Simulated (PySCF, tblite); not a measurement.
# C4H4FN2O radical: geometry, infrared bands and EPR parameters

Aim: predict the infrared bands and EPR parameters of C4H4FN2O radical (`FCOC1=CC=N[N]1`).

The runs use tblite 0.8.0 and PySCF 2.14.0, with density-fitted response routines of our own; the level of theory stands in each step. All values are computed, except where a source is named. Atoms count from 0, in the outputs and in this text.

## (1) The molecule as given

12 atoms, charge 0, multiplicity 2; geometry from: force field or distance geometry start.

Bonds of the start (Å): F0–C1 1.37, C1–O2 1.43, O2–C3 1.38, C3–C4 1.34, C4–C5 1.46, C5–N6 1.29, N6–N7 1.40, N7–C3 1.42, C1–H8 1.12, C1–H9 1.12, C4–H10 1.09, C5–H11 1.09.

## (2) Geometry optimisation with GFN2-xTB

Job settings and geometry (Å):

```
{"job": {"kind": "relax", "xc": "GFN2-xTB", "basis": "xTB"}, "charge": 0, "multiplicity": 2}
F     -3.334400     0.915300     0.165600
C     -2.193500     0.149200     0.151200
O     -1.015600     0.929500    -0.086000
C      0.153900     0.192700    -0.110200
C      1.397300     0.682300    -0.081300
C      2.338400    -0.433200    -0.111600
N      1.686200    -1.540500    -0.136600
N      0.327900    -1.219200    -0.125400
H     -2.121000    -0.389100     1.135700
H     -2.341600    -0.612500    -0.654600
H      1.676200     1.732500    -0.068600
H      3.427600    -0.407600    -0.104100
```

The run is started by

```sh
> OMP_NUM_THREADS=1 python probes_run.py task.json out
```

One launch serves the whole session: the jobs run in the order shown.

Standard output:

```text
step      E/eV     max force
  0    -683.59017    4.333
  1    -684.12976    2.644
  2    -684.25194    3.564
  3    -684.39819    0.679
  4    -684.44425    0.625
  5    -684.48264    0.562
  6    -684.50566    0.497
  7    -684.52328    0.275
  8    -684.52779    0.163
  9    -684.53027    0.123
 10    -684.53194    0.099
 11    -684.53292    0.063
 12    -684.53326    0.045
 13    -684.53343    0.042
 14    -684.53361    0.040
 15    -684.53383    0.038
 16    -684.53410    0.057
 17    -684.53446    0.063
 18    -684.53492    0.061
 19    -684.53544    0.062
 20    -684.53589    0.051
 21    -684.53618    0.040
 22    -684.53638    0.042
 23    -684.53655    0.047
 24    -684.53670    0.042
 25    -684.53683    0.034
 26    -684.53692    0.026
 27    -684.53697    0.014
 28    -684.53701    0.016
 29    -684.53704    0.015
 30    -684.53707    0.017
 31    -684.53712    0.024
 32    -684.53719    0.029
 33    -684.53730    0.034
 34    -684.53746    0.036
 35    -684.53769    0.051
 36    -684.53800    0.065
 37    -684.53838    0.072
 38    -684.53889    0.068
 39    -684.53958    0.084
 40    -684.54042    0.079
 41    -684.54133    0.081
 42    -684.54236    0.088
 43    -684.54173    0.245
 44    -684.54428    0.138
 45    -684.54543    0.101
 46    -684.54666    0.272
 47    -684.54799    0.073
 48    -684.54872    0.054
 49    -684.54942    0.194
 50    -684.55018    0.058
 51    -684.55056    0.050
 52    -684.55125    0.075
 53    -684.55162    0.071
 54    -684.55241    0.063
 55    -684.55308    0.064
 56    -684.55373    0.063
 57    -684.55049    0.388
 58    -684.55448    0.064
 59    -684.55485    0.042
 60    -684.55475    0.233
 61    -684.55576    0.031
 62    -684.55609    0.034
 63    -684.55387    0.359
 64    -684.55667    0.036
 65    -684.55703    0.036
 66    -684.54302    0.744
 67    -684.55746    0.029
 68    -684.55779    0.024
 69    -684.54835    0.673
 70    -684.55831    0.017
 71    -684.55873    0.015
 72    -684.54713    0.724
 73    -684.55915    0.015
 74    -684.55952    0.017
 75    -684.54659    0.757
 76    -684.55992    0.017
 77    -684.56028    0.022
 78    -684.54601    0.791
 79    -684.56068    0.025
 80    -684.56104    0.036
 81    -684.54597    0.819
 82    -684.56148    0.045
 83    -684.56186    0.057
 84    -684.54671    0.837
 85    -684.56239    0.066
 86    -684.56284    0.081
 87    -684.54813    0.849
 88    -684.56352    0.089
 89    -684.56407    0.104
 90    -684.55020    0.856
 91    -684.56498    0.112
 92    -684.56569    0.127
 93    -684.55303    0.861
 94    -684.56695    0.133
 95    -684.56788    0.149
 96    -684.55692    0.861
 97    -684.56968    0.151
 98    -684.57094    0.169
 99    -684.56220    0.858
100    -684.57362    0.168
101    -684.57541    0.188
102    -684.56952    0.867
103    -684.57972    0.183
104    -684.58256    0.210
105    -684.57984    0.883
106    -684.59016    0.215
107    -684.59502    0.228
108    -684.59194    0.883
109    -684.60672    0.174
110    -684.61267    0.150
111    -684.59163    0.584
112    -684.61974    0.079
113    -684.62192    0.098
114    -684.62402    0.136
115    -684.62528    0.110
116    -684.62708    0.095
117    -684.62806    0.096
118    -684.62855    0.057
119    -684.62896    0.043
120    -684.62935    0.049
121    -684.62965    0.060
122    -684.62992    0.054
123    -684.63014    0.034
124    -684.63027    0.033
125    -684.63034    0.031
126    -684.63042    0.030
127    -684.63054    0.030
128    -684.63073    0.038
129    -684.63104    0.051
130    -684.63146    0.060
131    -684.63193    0.052
132    -684.63236    0.044
133    -684.63264    0.033
134    -684.63281    0.029
135    -684.63293    0.019
136    -684.63301    0.018
137    -684.63305    0.014
138    -684.63307    0.009
```

Run time: 0.61 s. Hardware: 1 thread of Arm Neoverse V2, shared host.

The steps of the relaxation: (not every step is listed)

```tsv
step	energy from step 0 (eV)	largest force (eV/Å)
0	0.0000	4.3330
1	-0.5396	2.6437
2	-0.6618	3.5635
3	-0.8080	0.6791
4	-0.8541	0.6250
5	-0.8925	0.5622
6	-0.9155	0.4974
7	-0.9331	0.2749
8	-0.9376	0.1628
20	-0.9457	0.0508
32	-0.9470	0.0294
44	-0.9541	0.1380
56	-0.9636	0.0633
68	-0.9676	0.0239
80	-0.9709	0.0362
92	-0.9755	0.1270
104	-0.9924	0.2100
116	-1.0369	0.0947
128	-1.0406	0.0381
133	-1.0425	0.0335
134	-1.0426	0.0295
135	-1.0428	0.0193
136	-1.0428	0.0180
137	-1.0429	0.0144
138	-1.0429	0.0088
```

Distances of close pairs at the start and the end, largest changes first:

```tsv
bond	before (Å)	after (Å)	change (Å)
N6–N7	1.396	1.277	-0.119
C3–C4	1.337	1.419	+0.083
C3–N7	1.423	1.341	-0.081
C4–C5	1.460	1.386	-0.074
C5–N6	1.285	1.340	+0.055
C1–O2	1.433	1.385	-0.048
O2–C3	1.382	1.340	-0.042
C1–H8	1.124	1.095	-0.029
```

The next job starts from the end point, and lists it.

## (3) Infrared spectrum with GFN2-xTB

Job settings and geometry (Å):

```
{"job": {"kind": "ir", "xc": "GFN2-xTB", "basis": "xTB"}, "charge": 0, "multiplicity": 2}
F     -2.429603     0.534073    -0.966219
C     -2.144905     0.090859     0.292617
O     -0.942767     0.619222     0.732408
C      0.164932     0.095189     0.189055
C      1.461198     0.673086     0.164025
C      2.225893    -0.294267    -0.468570
N      1.457965    -1.380560    -0.630075
N      0.241427    -1.141610    -0.324400
H     -2.931757     0.459750     0.958860
H     -2.107816    -1.007535     0.241668
H      1.735990     1.655560     0.486165
H      3.270641    -0.304454    -0.701561
```

Standard output:

```text
mode    cm-1     km/mol
  1      65.5      6.16
  2      78.9      4.35
  3     209.9     12.27
  4     274.9      0.67
  5     412.6      8.25
  6     527.3     25.18
  7     550.1      6.66
  8     566.7     27.39
  9     668.7     30.50
 10     765.5     33.99
 11     808.0     10.48
 12     867.6     60.94
 13     927.5     43.08
 14    1001.1    194.51
 15    1021.4     25.10
 16    1052.9     41.56
 17    1072.0     27.54
 18    1095.9     92.75
 19    1203.2     36.48
 20    1226.0     67.57
 21    1256.4    103.65
 22    1308.3     17.53
 23    1355.4     37.18
 24    1388.6     28.36
 25    1416.9    121.49
 26    1451.2    284.37
 27    2898.8      9.66
 28    2963.7      9.57
 29    3181.6      5.11
 30    3194.9      9.24
```

Run time: 0.25 s. Hardware: 1 thread of Arm Neoverse V2, shared host.

The strongest bands and the atoms that carry them (share of the mass-weighted mode):

```tsv
cm⁻¹	km/mol	atoms
868	60.9	N6 39 %, C5 20 %, H10 12 %, N7 10 %
928	43.1	N7 31 %, C4 25 %, C1 12 %
1001	194.5	C1 58 %, F0 35 %
1096	92.8	O2 24 %, C1 18 %, H11 14 %, H10 11 %
1226	67.6	H8 38 %, H9 28 %
1256	103.7	C5 36 %, N6 16 %, H11 11 %
1417	121.5	N6 28 %, C4 17 %, N7 16 %, C3 13 %
1451	284.4	C3 61 %, O2 11 %
```

## (4) g tensor and hyperfine couplings: B3LYP/pcH-1

Same as in step 3 but for these lines:

```diff
@@ -1,2 +1,2 @@
-{"job": {"kind": "ir", "xc": "GFN2-xTB", "basis": "xTB"}, "charge": 0, "multiplicity": 2}
+{"job": {"kind": "epr", "basis": "pcH-1"}, "charge": 0, "multiplicity": 2}
 F     -2.429603     0.534073    -0.966219
```

Method: UKS B3LYP, pcH-1 on C F H N O, non-relativistic, mean-field spin-orbit, GIAO.

Standard output:

```text
UKS, coarse grid
  cycle   1  E = -439.21101546  |g| = 5.32e-01
  cycle   2  E = -439.10847787  |g| = 7.86e-01
  cycle   3  E = -439.30732278  |g| = 7.27e-02
  cycle   4  E = -439.30821289  |g| = 5.93e-02
  cycle   5  E = -439.30972694  |g| = 1.50e-02
  cycle   6  E = -439.30990557  |g| = 9.93e-03
  cycle   7  E = -439.31001687  |g| = 4.41e-03
  cycle   8  E = -439.31009110  |g| = 4.25e-03
  cycle   9  E = -439.31015107  |g| = 2.12e-03
  cycle  10  E = -439.31017487  |g| = 2.06e-03
  cycle  11  E = -439.31019120  |g| = 8.92e-04
  cycle  12  E = -439.31019365  |g| = 8.10e-04
UKS, final grid
  cycle   1  E = -439.31017564  |g| = 1.25e-03
  cycle   2  E = -439.31017393  |g| = 2.57e-03
  cycle   3  E = -439.31017666  |g| = 2.96e-04
  cycle   4  E = -439.31017677  |g| = 2.22e-04
  cycle   5  E = -439.31017700  |g| = 1.68e-04
  cycle   6  E = -439.31017714  |g| = 9.16e-05
  cycle   7  E = -439.31017715  |g| = 3.97e-05
  cycle   8  E = -439.31017716  |g| = 2.31e-05
E = -439.31017716 Eh   <S^2> = 0.7593 (exact 0.7500)
g shifts (ppm)      1          2          3
  rmc          -219       -219       -219
  gc             21         10         23
  oz_so         103       1916       3164
  total         -95       1708       2968
hyperfine (MHz)  atom isotope    a_iso     a_fc   dipolar eigenvalues
    0   19F       2.81       2.81    -14.81    -12.49     27.30
    1   13C       3.52       3.52     -1.22     -0.28      1.50
    2   17O     -15.92     -15.92    -46.81     22.76     24.06
    3   13C      34.45      34.45    -31.88    -30.26     62.14
    4   13C      -5.58      -5.58    -10.64     -7.13     17.77
    5   13C       5.91       5.91    -11.07     -8.03     19.11
    6   14N      39.93      39.93    -21.72    -18.91     40.63
    7   14N      23.55      23.55     -9.04     -1.77     10.81
    8    1H      -1.14      -1.14     -2.01     -1.95      3.96
    9    1H      10.91      10.91     -2.87     -1.36      4.23
   10    1H      -7.60      -7.60     -6.17     -2.71      8.88
   11    1H      -6.89      -6.89     -6.55     -4.62     11.18
```

Run time: 53 s. Hardware: 1 thread of Arm Neoverse V2, shared host; peak memory 0.85 GiB.

Principal g values 2.00222, 2.00403, 2.00529; g(iso) = 2.00385, against 2.00232 for a free electron.

Mean a(iso) over the nuclei that a row names, and the largest dipolar term of the row (other rows stand at the frozen geometry):

```tsv
nuclei	isotope	a(iso) (MHz)	a(iso) (G, at g = 2.0023)	largest dipolar term (MHz)
N6	14N	39.9	14.2	40.6
C3	13C	34.5	12.3	62.1
N7	14N	23.5	8.4	10.8
O2	17O	-15.9	-5.7	-46.8
H10	1H	-7.6	-2.7	8.9
H11	1H	-6.9	-2.5	11.2
C5	13C	5.9	2.1	19.1
C4	13C	-5.6	-2.0	17.8
H8, H9	1H	4.9	1.7	4.2
C1	13C	3.5	1.3	1.5
F0	19F	2.8	1.0	27.3
```

Mulliken spin populations:

```tsv
atom	value (e)
F0	0.01
C1	0.00
O2	0.11
C3	0.33
C4	0.08
C5	0.08
N6	0.39
N7	0.01
H8	0.00
H9	0.00
H10	0.00
H11	0.00
```

In first order the couplings over 0.8 MHz of 14N, 1H, 19F give 216 distinct lines over 55.0 G, if the averaged nuclei exchange fast.

Orbitals, density, ELF and potential are computed afterwards from the orbital file.

ELF in a plane through or near 10 of the atoms.

Ten even steps from '0' (0.00) to '9' (1.00):
```
0000000000000000000000000000
0000000000000000000000000000
0000000000000000000000000000
0000000046510010000000000000
0000000389840264000000000000
0000000389962697005720000000
0000000178466897049971000000
0000231146476685089971000000
0003999847636760189951000000
0004999912414442251366520000
0002999758757647782499970000
0000364257129576474899980000
0000000027755238871299940000
0000000069995017861037400000
0000000189996004530000000000
0000000079995000100000000000
0000000016861000000000000000
0000000000000000000000000000
0000000000000000000000000000
0000000000000000000000000000
```
The map spans 11.9 Å across and 8.9 Å up, centred on the molecule. Atoms in the plane (x, y in Å): C1 (2.2, 0.0), O2 (1.1, -0.8), C3 (-0.1, -0.2), C4 (-1.4, -0.8), C5 (-2.3, 0.3), N6 (-1.6, 1.4), N7 (-0.3, 1.2), H8 (3.0, -0.5), H9 (2.1, 1.0), H10 (-1.6, -1.9).

log10 of the density (e/Å³) in the same plane.

Ten even steps from ' ' (-4.0) to '@' (2.1):
```
                                                        
                                                        
                ....::....                              
            ..::------------::::......                  
          ..::--====++========--::::::::....            
        ....--==++******++++++==--------::::..          
      ....::--==++######**##**++====++==--::..          
      ..::--==++**##@@####@@**++==++**++==--::..        
    ..::==++++****##******##**++++******++==--::..      
    ..::==++****####**++**##**++++**####**++==--..      
    ..::--++++************%%##**##**####****==--::      
      ::--====++++**####******##%%##********==--::      
        ..::--==++********++++**##**++++++==--::..      
          ..::--==******++====++++++==------::::        
          ..::--==++**++==----======--::::::....        
            ..::--======--::::::::::......              
              ..::------::::......                      
                ..........                              
                                                        
                                                        
```
The map spans 11.9 Å across and 8.9 Å up, centred on the molecule. Atoms in the plane (x, y in Å): C1 (2.2, 0.0), O2 (1.1, -0.8), C3 (-0.1, -0.2), C4 (-1.4, -0.8), C5 (-2.3, 0.3), N6 (-1.6, 1.4), N7 (-0.3, 1.2), H8 (3.0, -0.5), H9 (2.1, 1.0), H10 (-1.6, -1.9).

On the surface of density 0.002 e/bohr³ the electrostatic potential runs, from the 1st to the 99th percentile, from -1.53 V near N6 to 1.41 V near H8.

The spin density lies nearest to N6 35 %; C3 25 %; O2 11 %; N7 10 %.

## (5) Outcome

| quantity | value |
| --- | --- |
| strongest single infrared mode (GFN2-xTB) | 1451 cm⁻¹, 284 km/mol |
| zero-point energy (GFN2-xTB) | 49.8 kcal/mol |
| g(iso) (B3LYP) | 2.00385 |
| ⟨S²⟩ | 0.759 (exact 0.75) |
| largest a(iso) (averaged by class) | 14N on N6, 39.9 MHz |
| surface potential, 1st and 99th percentile | -1.53 V and 1.41 V |

What this shows: Over 138 steps the energy fell by 1.043 eV; of the close pairs, N6–N7 changed most, 1.396 to 1.277 Å. No mode is imaginary among the 30: a minimum at this level. The strongest single mode, at 1451 cm⁻¹, moves mainly C3. GFN2-xTB is a fitted tight-binding method: band positions and strengths are rough. Its intensities can rank the bands wrongly. The largest spin populations lie on N6 (0.39 e), C3 (0.33 e). The isotropic g lies 1.5 ppt above the free-electron value.
